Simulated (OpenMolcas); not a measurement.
**One shape, several levels: C3H10Si (trimethylsilane)**

We compute a comparison of 6 runs (HF/STO-3G, B3LYP/6-31G*, BLYP/cc-pVDZ, r2SCAN/cc-pVDZ, revPBE/cc-pVDZ, CCSD(T)/cc-pVDZ) of C3H10Si (trimethylsilane). 

The results are computed with OpenMolcas 26.06.

1 further run of the same task is left out (set aside as unsound or not needed).

**1. The system as given**

The species is C3H10Si (14 atoms), meant as a singlet with charge 0. As SMILES, `C[SiH](C)C`. One bond was lengthened or shortened from a relaxed shape.

Bond lengths: C1–Si2 2.155 Å, Si2–C3 1.874 Å, Si2–C4 1.874 Å, C1–H5 1.093 Å, C1–H6 1.093 Å, C1–H7 1.094 Å, Si2–H8 1.494 Å, C3–H9 1.094 Å, C3–H10 1.093 Å, C3–H11 1.093 Å, C4–H12 1.093 Å, C4–H13 1.094 Å, C4–H14 1.093 Å. Some angles: C1–Si2–C3 110.3°, C1–Si2–C4 110.3°, C3–Si2–C4 110.3°, C1–Si2–H8 108.6°, C3–Si2–H8 108.6°, C4–Si2–H8 108.6°, Si2–C1–H5 111.2°, Si2–C1–H6 111.1°, Si2–C1–H7 110.9°, Si2–C3–H9 110.9°.

**2. A single-point energy at HF/STO-3G (run 1)**

run.inp reads:

```
* C3H10Si Hartree-Fock

&GATEWAY
  BasLib = $CurrDir
  Coord
  14
  bohr
  C     -1.98324300     2.35678516    -2.35547936
  Si    -0.64023921    -0.02759000     0.65932544
  C      2.34212656     1.29276164     2.03674682
  C     -0.09694295    -3.31968188    -0.52458797
  H     -3.74314494     1.62848472    -3.15388865
  H     -2.34059021     4.27693588    -1.68405967
  H     -0.59391635     2.46771209    -3.88143321
  H     -2.60687719    -0.11206076     2.68416699
  H      3.83425431     1.38611411     0.61000359
  H      3.02696331     0.11999761     3.59274731
  H      2.04430572     3.20138503     2.76712596
  H     -1.83076667    -4.12716186    -1.30353308
  H      1.33584740    -3.33971298    -2.01388113
  H      0.55161106    -4.56009811     0.99399594
  Basis = STO-3G
  Group = NoSym

&SEWARD

&SCF
  Thresholds = 1e-10 1e-07 1e-07 1e-05
  PrOrbitals = 1 1
```

The basis set STO-3G is read from a file made from the Basis Set Exchange's data (not shown).

Launch:

```bash
export MOLCAS_MEM=1860
pymolcas run.inp > run.log
```

Standard output:

```text
--- Start Module: gateway ---
[...]
--- Stop Module: gateway /rc=_RC_ALL_IS_WELL_ ---
--- Start Module: seward ---
[...]
      Basis functions           34
--- Stop Module: seward /rc=_RC_ALL_IS_WELL_ ---
--- Start Module: scf ---
[...]
       Convergence after  10 Iterations
[...]
::    Total SCF energy                               -403.6670630739
[...]
      Total spin, S                                     0.0000000000
[...]
      Total electronic charge=   42.000000
      Total            charge=   -0.000000
[...]
      Dipole Moment (debye):
      Origin of the operator (angstrom)=   -0.1079    0.0296    0.0495
                   X=  2.1084E-01               Y= -2.0235E-01               Z=  1.6353E-01           Total=  3.3488E-01
      Quadrupole Moment (debye*angstrom):
[...]
--- Stop Module: scf /rc=_RC_ALL_IS_WELL_ ---
[...]
```

It took 1.8 s on 1 thread of Arm Neoverse V1, shared host; peak memory 0.37 GiB.

**3. A single-point energy at B3LYP/6-31G(d) (spherical functions) (run 2)**

mol.inp reads:

```
* C3H10Si Kohn-Sham DFT
&GATEWAY
BasLib
$CurrDir
Coord
14
bohr
C     -1.98324300     2.35678516    -2.35547936
Si    -0.64023921    -0.02759000     0.65932544
C      2.34212656     1.29276164     2.03674682
C     -0.09694295    -3.31968188    -0.52458797
H     -3.74314494     1.62848472    -3.15388865
H     -2.34059021     4.27693588    -1.68405967
H     -0.59391635     2.46771209    -3.88143321
H     -2.60687719    -0.11206076     2.68416699
H      3.83425431     1.38611411     0.61000359
H      3.02696331     0.11999761     3.59274731
H      2.04430572     3.20138503     2.76712596
H     -1.83076667    -4.12716186    -1.30353308
H      1.33584740    -3.33971298    -2.01388113
H      0.55161106    -4.56009811     0.99399594
Basis
6-31Gs
Group
NoSym
&SEWARD
GridInput
Grid=UltraFine
End of Grid
&SCF
KSDFT
B3LYP
Thresholds
1e-10 1e-07 1e-07 1e-05
PrOrbitals
1
```

The basis set 6-31G* is read from a file made from the Basis Set Exchange's data (not shown).

Launch:

```bash
export MOLCAS_MEM=1860
pymolcas mol.inp > mol.log
```

Standard output:

```text
--- Start Module: gateway ---
[...]
--- Stop Module: gateway /rc=_RC_ALL_IS_WELL_ ---
--- Start Module: seward ---
[...]
      Basis functions           80
--- Stop Module: seward /rc=_RC_ALL_IS_WELL_ ---
[...]
--- Start Module: scf ---
[...]
       Convergence after  14 Iterations
[...]
::    Total KS-DFT energy                            -409.8455830857
[...]
      Total spin, S                                     0.0000000000
[...]
      Total electronic charge=   42.000000
      Total            charge=   -0.000000
[...]
      Dipole Moment (debye):
      Origin of the operator (angstrom)=   -0.1079    0.0296    0.0495
                   X=  6.5222E-01               Y= -2.9839E-01               Z= -8.3986E-02           Total=  7.2214E-01
      Quadrupole Moment (debye*angstrom):
[...]
--- Stop Module: scf /rc=_RC_ALL_IS_WELL_ ---
[...]
```

It took 37 s on 1 thread of Arm Neoverse V1, shared host; peak memory 0.45 GiB.

Runs 3 to 5 aren't shown in full; the table further down has their settings and results.

**4. The energy at CCSD(T)/cc-pVDZ (Cholesky decomposition) (run 6)**

job.inp reads:

```
&GATEWAY
BASLIB=$CurrDir
COORD
14
angstrom
C       -1.049487       1.247157      -1.246466
Si      -0.338800      -0.014600       0.348900
C        1.239400       0.684100       1.077800
C       -0.051300      -1.756700      -0.277600
H       -1.980787       0.861757      -1.668966
H       -1.238587       2.263257      -0.891166
H       -0.314287       1.305857      -2.053966
H       -1.379500      -0.059300       1.420400
H        2.029000       0.733500       0.322800
H        1.601800       0.063500       1.901200
H        1.081800       1.694100       1.464300
H       -0.968800      -2.184000      -0.689800
H        0.706900      -1.767300      -1.065700
H        0.291900      -2.413100       0.526000
BASIS=cc-pVDZ
GROUP=NoSym
&SEWARD
HIGH
&SCF
THRESHOLDS=1e-10 1e-07 1e-07 1e-05
PRORBITALS=1
&CHCC
FROZEN=8
THRESHOLD=1e-08
MAXITERATIONS=80
&CHT3
FROZEN=8
```

The basis set cc-pVDZ is read from a file made from the Basis Set Exchange's data (not shown).

Launch:

```bash
export MOLCAS_MEM=1860
pymolcas job.inp > job.log
```

Standard output:

```text
--- Start Module: gateway ---
[...]
--- Stop Module: gateway /rc=_RC_ALL_IS_WELL_ ---
[...]
      Basis functions          110
[...]
       Convergence after  12 Iterations
[...]
::    Total SCF energy                               -408.3714556212
[...]
      Total spin, S                                     0.0000000000
[...]
      Total electronic charge=   42.000000
      Total            charge=   -0.000000
[...]
      Dipole Moment (debye):
      Origin of the operator (angstrom)=   -0.1079    0.0296    0.0495
                   X=  6.3233E-01               Y= -3.3730E-01               Z=  4.9996E-03           Total=  7.1669E-01
      Quadrupole Moment (debye*angstrom):
[...]
--- Start Module: chcc ---
[...]
--- Stop Module: chcc /rc=_RC_ALL_IS_WELL_ ---
[...]
--- Start Module: cht3 ---
[...]
--- Stop Module: cht3 /rc=_RC_ALL_IS_WELL_ ---
[...]
```

It took 10 min on 1 thread of Arm Neoverse V1, shared host; peak memory 0.24 GiB.

**5. All runs side by side**

| run | level | integration grid | integral approximation | energy (Eh) | dipole moment (D) of the reference | HOMO energy (eV) | LUMO energy (eV) | wall time |
| --- | --- | --- | --- | --- | --- | --- | --- | --- |
| 1 | HF/STO-3G | – | none | -403.667063 | 0.33 | -9.04 | 10.68 | 1.8 s |
| 2 | B3LYP/6-31G* (spherical functions) | UltraFine | none | -409.845583 | 0.72 | -7.48 | 1.75 | 37 s |
| 3 | BLYP/cc-pVDZ | UltraFine | none | -409.732161 | 0.74 | -6.43 | 0.85 | 65 s |
| 4 | r2SCAN/cc-pVDZ | UltraFine | none | -409.731037 | 0.77 | -6.89 | 1.21 | 1.9 min |
| 5 | revPBE/cc-pVDZ | UltraFine | none | -409.736831 | 0.76 | -6.56 | 0.89 | 67 s |
| 6 | CCSD(T)/cc-pVDZ (Cholesky decomposition) | – | CD high | -409.002570 | 0.72 | -10.71 | 4.60 | 10 min |

**6. Results**

```
                                          quantity          value
                               run 6: total energy  -409.00257 Eh
         run 6: dipole moment (mean-field density)         0.72 D
        run 6: HOMO energy (Hartree–Fock orbitals)      -10.71 eV
        run 6: LUMO energy (Hartree–Fock orbitals)        4.60 eV
      run 6: HOMO–LUMO gap (Hartree–Fock orbitals)       15.31 eV
run 6: correlation energy (8 core orbitals frozen)     -631.1 mEh
                             run 6: (T) correction     -16.92 mEh
```

What this shows: Over runs 1, 2, 3, 4, 5 the dipole moment (its size) runs from 0.33 D (HF/STO-3G) to 0.77 D (r2SCAN/cc-pVDZ). The two ends differ in method and basis. Over runs 1, 2, 3, 4, 5 the HOMO–LUMO gap runs from 7.28 eV (BLYP/cc-pVDZ) to 19.72 eV (HF/STO-3G). Totals of different functionals can't be ranked against each other. In run 1 the basis is minimal, so the values are rough. All runs together took 15 min, the longest 10 min.
